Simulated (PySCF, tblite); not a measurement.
**C₅H₇ClO₃Si: geometry, infrared bands and NMR shifts**

What infrared bands and NMR shifts should C₅H₇ClO₃Si (`C#C[Si@](Cl)(OC)OCC=O`) show?

Computed with tblite 0.8.0 and PySCF 2.14.0, with density-fitted response routines of our own, on a single molecule in the gas phase. Atoms count from 0, in the outputs and in this text.

## (1) The starting structure

17 atoms, charge 0, multiplicity 1; geometry from: force field or distance geometry start.

Bonds of the start (Å): C0–C1 1.19, C1–Si2 1.85, Si2–Cl3 2.09, Si2–O4 1.72, O4–C5 1.39, Si2–O6 1.73, O6–C7 1.38, C7–C8 1.49, C8–O9 1.22, C0–H10 1.07, C5–H11 1.11, C5–H12 1.10, C5–H13 1.10, C7–H14 1.10, C7–H15 1.12, C8–H16 1.08.

## (2) Relaxing the molecule with GFN2-xTB

The job: settings as JSON, then the geometry in Å.

```
{"job": {"kind": "relax", "xc": "GFN2-xTB", "basis": "xTB"}, "charge": 0, "multiplicity": 1}
C     -2.315600    -0.401700    -2.113000
C     -1.564900    -0.483000    -1.195200
Si    -0.369900    -0.607500     0.208800
Cl     0.262900    -2.593000     0.405700
O     -1.203000    -0.097200     1.622100
C     -2.240300     0.787900     1.332300
O      0.949400     0.449400    -0.141900
C      2.106900    -0.299300    -0.009500
C      3.258300     0.590200    -0.307600
O      3.128700     1.768000    -0.596400
H     -2.998900    -0.329000    -2.939000
H     -2.592500     0.545400     0.308500
H     -1.878500     1.823000     1.383700
H     -3.052200     0.590400     2.052400
H      2.086800    -1.100300    -0.764700
H      2.165400    -0.789200     0.995400
H      4.250400     0.158100    -0.251500
```

The run is started by

```sh
OMP_NUM_THREADS=1 python probes_run.py task.json out
```

The driver reads the jobs from task.json and runs them one after another.

**Question.** This job is followed by: GFN2-xTB harmonic vibrations, gas phase; GIAO PBE0/pcSseg-1 NMR shielding, non-relativistic, gas phase. Predict these results of the whole session: strongest single infrared mode (GFN2-xTB); zero-point energy (GFN2-xTB); 13C shifts against TMS (PBE0/pcSseg-1); 1H shifts against TMS (PBE0/pcSseg-1, means over atoms taken as alike); 29Si shifts against TMS (PBE0/pcSseg-1); 35Cl shifts against HCl (PBE0/pcSseg-1); 17O shifts against H2O (PBE0/pcSseg-1); surface potential, 1st and 99th percentile.

**Answer**, as computed:

| quantity | value |
| --- | --- |
| strongest single infrared mode (GFN2-xTB) | 1168 cm⁻¹, 249 km/mol |
| zero-point energy (GFN2-xTB) | 70.0 kcal/mol |
| 13C shifts against TMS (PBE0/pcSseg-1) | 207.3, 99.2, 86.9, 77.7, 54.6 ppm |
| 1H shifts against TMS (PBE0/pcSseg-1, means over atoms taken as alike) | 9.78, 5.08, 5.03, 4.11, 1.85 ppm |
| 29Si shifts against TMS (PBE0/pcSseg-1) | -64.8 ppm |
| 35Cl shifts against HCl (PBE0/pcSseg-1) | 73 ppm |
| 17O shifts against H2O (PBE0/pcSseg-1) | 642.5, 58.4, 55.1 ppm |
| surface potential, 1st and 99th percentile | -1.33 V and 1.77 V |

**Reading.** The optimisation took 195 steps and gained 1.250 eV; among the close pairs (by a distance rule), Si2–O4 changed most, from 1.718 to 1.613 Å. The lowest mode is imaginary (40i cm⁻¹), so the xTB geometry is not a minimum. The strongest single mode, at 1168 cm⁻¹, moves mainly O4 and C5. Unscaled tight-binding wavenumbers are off by several per cent, some by more. Its intensities can rank the bands wrongly. The most deshielded carbon is C8 (aldehyde carbonyl carbon), at 207.3 ppm: the double bond to the heteroatom, with no lone-pair donor beside it, deshields it most. H16 (hydrogen on an aldehyde carbonyl carbon) lies farthest downfield among hydrogen, at 9.78 ppm; the formyl region, downfield of aromatic protons. At PBE0/pcSseg-1: Shielding is most anisotropic at O9 (span 1269 ppm, paramagnetic term -713 ppm). By nearest atom (PBE0/pcSseg-1), the HOMO sits on O4 24 %; O9 18 % and the LUMO on C8 45 %; O9 31 %.
